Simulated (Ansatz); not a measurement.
## Molecular dynamics of Mg$_{12}$BH$_{3}$O$_{12}$

Input file:

```yaml
accuracy: low
crystal:
  lattice:
    - [5.965294, 0.0, 0.0]
    - [2.982647, 5.166096, 0.0]
    - [0.0, 0.0, 20.088303]
  atoms:
    - { symbol: Mg, position: [0.0, 0.0, 0.0497802] }
    - { symbol: O, position: [0.3333333, 0.8333333, 0.1103956] }
    - { symbol: Mg, position: [0.0, 0.5, 0.0497802] }
    - { symbol: O, position: [0.3333333, 0.3333333, 0.1103956] }
    - { symbol: Mg, position: [0.5, 0.0, 0.0497802] }
    - { symbol: O, position: [0.8333333, 0.8333333, 0.1103956] }
    - { symbol: Mg, position: [0.5, 0.5, 0.0497802] }
    - { symbol: O, position: [0.8333333, 0.3333333, 0.1103956] }
    - { symbol: Mg, position: [0.6666667, 0.6666667, 0.171011] }
    - { symbol: O, position: [0.0, 0.5, 0.2316264] }
    - { symbol: Mg, position: [0.6666667, 0.1666667, 0.171011] }
    - { symbol: O, position: [0.0, 0.0, 0.2316264] }
    - { symbol: Mg, position: [0.1666667, 0.6666667, 0.171011] }
    - { symbol: O, position: [0.5, 0.5, 0.2316264] }
    - { symbol: Mg, position: [0.1666667, 0.1666667, 0.171011] }
    - { symbol: O, position: [0.5, 0.0, 0.2316264] }
    - { symbol: Mg, position: [0.3333333, 0.3333333, 0.2922418] }
    - { symbol: O, position: [0.6666667, 0.1666667, 0.3528572] }
    - { symbol: Mg, position: [0.3333333, 0.8333333, 0.2922418] }
    - { symbol: O, position: [0.6666667, 0.6666667, 0.3528572] }
    - { symbol: Mg, position: [0.8333333, 0.3333333, 0.2922418] }
    - { symbol: O, position: [0.1666667, 0.1666667, 0.3528572] }
    - { symbol: Mg, position: [0.8333333, 0.8333333, 0.2922418] }
    - { symbol: O, position: [0.1666667, 0.6666667, 0.3528572] }
    - { symbol: B, position: [0.6860474, 0.6369265, 0.5396614] }
    - { symbol: H, position: [0.8838509, 0.6402524, 0.5485472] }
    - { symbol: H, position: [0.484921, 0.8347241, 0.5485472] }
    - { symbol: H, position: [0.6893703, 0.435803, 0.5485472] }
basis:
  ecutwfc: 420.0
kpoints:
  mp_grid: { grid: [2, 2, 1] }
hamiltonian:
  xc: lda
  pseudopotentials: { kind: paw, azcp: { folder: soft_1 } }
scf:
  occupations: { method: fermi_dirac, width: 0.05 }
  lower_state_search: "off"
md:
  timestep: 0.75
  n_steps: 370
  ensemble: nve
  initial_velocities: zero
  seed: 730772
  initial_site_velocities:
    - { site: 24, velocity: [0.0, 0.0, -0.167027] }
    - { site: 25, velocity: [0.0, 0.0, -0.167027] }
    - { site: 26, velocity: [0.0, 0.0, -0.167027] }
    - { site: 27, velocity: [0.0, 0.0, -0.167027] }
  constraints: [{ sites: [0, 1, 2, 3, 4, 5, 6, 7] }]
```

Launched with:

```bash
$ ansatz run input.yaml --threads 2 --pin off --max-ram 5120MiB --backend cpu --events-out ev --progress --plain --runs-dir out
```

It starts from an unrelaxed structure (largest force component 1.80 eV/Å).

Output, in part (step lines):

```
md step     0: t =     0.00 fs  T =  7736.3 K  F+E_penalty+E_count = -29692.15876591 eV  E_kin = 19.999993 eV  conserved = -29672.15877304 eV  (30 SCF iters)
md step     1: t =     0.75 fs  T =  7745.7 K  F+E_penalty+E_count = -29692.18303778 eV  E_kin = 20.024305 eV  conserved = -29672.15873291 eV  (12 SCF iters)
md step     2: t =     1.50 fs  T =  7762.7 K  F+E_penalty+E_count = -29692.22692306 eV  E_kin = 20.068189 eV  conserved = -29672.15873427 eV  (12 SCF iters)
md step     3: t =     2.25 fs  T =  7787.1 K  F+E_penalty+E_count = -29692.29010332 eV  E_kin = 20.131329 eV  conserved = -29672.15877420 eV  (12 SCF iters)
md step     4: t =     3.00 fs  T =  7818.7 K  F+E_penalty+E_count = -29692.37176422 eV  E_kin = 20.212959 eV  conserved = -29672.15880487 eV  (12 SCF iters)
md step     5: t =     3.75 fs  T =  7857.1 K  F+E_penalty+E_count = -29692.47091997 eV  E_kin = 20.312086 eV  conserved = -29672.15883391 eV  (12 SCF iters)
md step     6: t =     4.50 fs  T =  7901.8 K  F+E_penalty+E_count = -29692.58648904 eV  E_kin = 20.427666 eV  conserved = -29672.15882263 eV  (11 SCF iters)
md step     7: t =     5.25 fs  T =  7952.6 K  F+E_penalty+E_count = -29692.71773034 eV  E_kin = 20.558953 eV  conserved = -29672.15877781 eV  (11 SCF iters)
[... lines left out ...]
md step   370: t =   277.50 fs  T =  5760.7 K  F+E_penalty+E_count = -29687.11763422 eV  E_kin = 14.892491 eV  conserved = -29672.22514329 eV  (12 SCF iters)
```

The steps, from the saved trajectory:

| time (fs) | T (K) | potential energy less start (eV) | conserved less start (meV/atom) |
| --- | --- | --- | --- |
| 0 | 7736 | 0.000 | 0.00 |
| 9 | 8310 | -1.483 | 0.05 |
| 18 | 5360 | 6.411 | 9.55 |
| 27 | 8319 | -1.665 | -5.66 |
| 36 | 4095 | 9.378 | -1.29 |
| 45 | 5453 | 5.834 | -2.44 |
| 54 | 4232 | 8.964 | -3.41 |
| 63 | 3694 | 10.398 | -1.88 |
| 72 | 5769 | 5.029 | -2.03 |
| 81 | 6045 | 4.277 | -3.45 |
| 90 | 6120 | 4.116 | -2.23 |
| 99 | 5911 | 4.660 | -2.09 |
| 108 | 6742 | 2.505 | -2.38 |
| 117 | 6490 | 3.125 | -3.47 |
| 126 | 6441 | 3.250 | -3.53 |
| 135 | 7845 | -0.384 | -3.67 |
| 144 | 7063 | 1.675 | -2.28 |
| 153 | 7383 | 0.842 | -2.52 |
| 162 | 8037 | -0.898 | -4.31 |
| 171 | 7231 | 1.222 | -3.00 |
| 180 | 5388 | 6.029 | -1.48 |
| 189 | 5439 | 5.917 | -0.77 |
| 198 | 7524 | 0.459 | -3.21 |
| 207 | 6378 | 3.442 | -2.47 |
| 216 | 5555 | 5.580 | -2.07 |
| 225 | 5466 | 5.800 | -2.48 |
| 234 | 7056 | 1.695 | -2.29 |
| 243 | 6999 | 1.833 | -2.61 |
| 252 | 6275 | 3.713 | -2.31 |
| 261 | 5775 | 4.982 | -3.14 |
| 270 | 5137 | 6.652 | -2.47 |

The run went to its last step. The conserved energy wandered by up to 12.6 meV per atom (net -2.4 meV per atom), which is poor conservation. A run of 0.28 ps of so small a system gives no equilibrium averages. Limits of this set-up: coarse k mesh, slab without dipole correction, no dispersion correction for a molecule that may bind weakly, PAW files made for another functional, low accuracy level.

Mean squared displacements from the first frame to the last: Mg 1.88 Å², O 3.90 Å², B 2.52 Å², H 156.81 Å².

Last frame:

```xyz
28
Lattice="5.9653 0.0000 0.0000 2.9826 5.1661 0.0000 0.0000 0.0000 20.0883" Properties=species:S:1:pos:R:3
Mg 0.000 0.000 1.000
O 4.474 4.305 2.218
Mg 1.491 2.583 1.000
O 2.983 1.722 2.218
Mg 2.983 0.000 1.000
O 7.457 4.305 2.218
Mg 4.474 2.583 1.000
O 5.965 1.722 2.218
Mg 5.779 2.661 4.104
O 1.602 1.770 4.901
Mg 3.958 0.452 3.252
O -0.333 -0.123 4.255
Mg 2.652 3.506 4.886
O 4.317 2.638 4.905
Mg 1.103 0.490 3.401
O 1.986 0.249 8.097
Mg 3.031 1.648 6.513
O 4.885 1.781 8.405
Mg 4.400 3.482 7.969
O 6.324 3.483 9.992
Mg 6.536 0.318 6.452
O -1.362 1.124 10.684
Mg 7.008 4.856 8.998
O 2.763 3.819 6.786
B 5.627 2.214 9.734
H 12.071 1.848 17.815
H 4.767 10.707 11.282
H -10.625 -4.413 18.455
```

The run took 45 min on 2 threads of Arm Neoverse V2, on a shared host, peak memory 1.3 GiB.
